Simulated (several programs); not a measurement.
**Many methods on one cell: CdCSb₂ (ordering on zincblende)**

An ordered 8-atom cell of CdCSb₂ on the zincblende lattice (I-42d), relaxed with r2SCAN in Ansatz, was computed with several methods. Space group I-42d (No. 122), tetragonal; conventional cell a = 6.089 Å, c = 10.245 Å, 23.74 Å³ an atom. Around Cd lie 4 Sb at 2.81 Å; around Sb lie 2 C at 2.25 Å and 2 Cd at 2.81 Å; around C lie 4 Sb at 2.25 Å. The calculation is spin-unpolarised, and the structure need not be a phase that has been made.

```yaml
crystal:
  lattice:
    - [-3.04441, 3.04441, 5.12227]
    - [3.04441, -3.04441, 5.12227]
    - [3.04441, 3.04441, -5.12227]
  atoms:
    - { symbol: Cd, position: [0.00000, 0.00000, 0.00000] }
    - { symbol: Sb, position: [0.37500, 0.45132, 0.57632] }
    - { symbol: Cd, position: [0.75000, 0.25000, 0.50000] }
    - { symbol: Sb, position: [0.20132, 0.62500, 0.07632] }
    - { symbol: C, position: [0.50000, 0.50000, 0.00000] }
    - { symbol: Sb, position: [0.87500, 0.79868, 0.42368] }
    - { symbol: C, position: [0.25000, 0.75000, 0.50000] }
    - { symbol: Sb, position: [0.54868, 0.12500, 0.92368] }
```

Gaps and times are for a single point on this cell; volume and bulk modulus come from each method's own relaxation or energy curve at fixed shape, which is too stiff where a cell has free coordinates or axes. Times are rough, from shared hosts (Arm Neoverse N1; NVIDIA H100 80GB HBM3), and each method has its own mesh and cell size. A double dagger marks a value from a curve with shape and coordinates held. PM7 (MOPAC), GFN1-xTB (tblite) treat a cluster of cells at its zone centre, which samples few k points: where these miss a band edge, the gap comes out too large for that reason alone. Gaps from k meshes are read at a limited set of points (mesh, symmetry points, PBE's band edges), so each method's own least gap may be somewhat smaller. xTB and the PM methods were fitted mostly to molecules, and can miss a solid's gap by electronvolts. Minimal bases can be far off for gaps. Times of the plane-wave rungs are withheld (a dash), since they come from other jobs, hosts and meshes; the meshes of hybrids and Hartree-Fock don't converge their gaps to the digits shown. d marks a direct gap, i an indirect one (no mark: not told apart), a dash a value that wasn't computed or didn't pass its checks.

| method | kind | gap (eV) | own volume (Å³/atom) | bulk modulus (GPa) | atoms computed | processor time |
| --- | --- | --- | --- | --- | --- | --- |
| GFN1-xTB (tblite) | tight binding | 0 | 22.84‡ | 70‡ | cluster | 6.5 s |
| light PBE (260 eV, its own mesh) | light plane-wave | 0.04 d | – | – | 8 | 9.8 s |
| PBE+SOC | semilocal | 0.03 i | – | – | 8 | – |
| PBE/SZV (CP2K) | small basis | 0.34 d | 24.86‡ | 67‡ | 8 | 35 s |
| PM7 (MOPAC) | semi-empirical | 2.79 | – | – | cluster | 65 s |
| PBE | semilocal | 0.04 i | 24.30 | 61‡ | 8 | – |
| PBE/DZVP (CP2K) | small basis | 0.02 d | 24.73‡ | 60‡ | 8 | 97 s |
| HSE06 | hybrid | 0.29 d | – | – | 8 | – |
| r2SCAN | semilocal | 0.04 i | 23.74 | 68‡ | 8 | – |

Against HSE06 (0.29 eV) the nearest gap at the points sampled is that of PBE/SZV (CP2K) (+0.04 eV) and the farthest that of PM7 (MOPAC) (+2.49 eV). HSE06 is only a yardstick of convenience, and nearness to it can be luck.

Volumes against r2SCAN's: PBE +2.4 %.

Runs without a result: GFN2-xTB (tblite) (single point).

Only the rows marked +SOC include spin-orbit coupling.
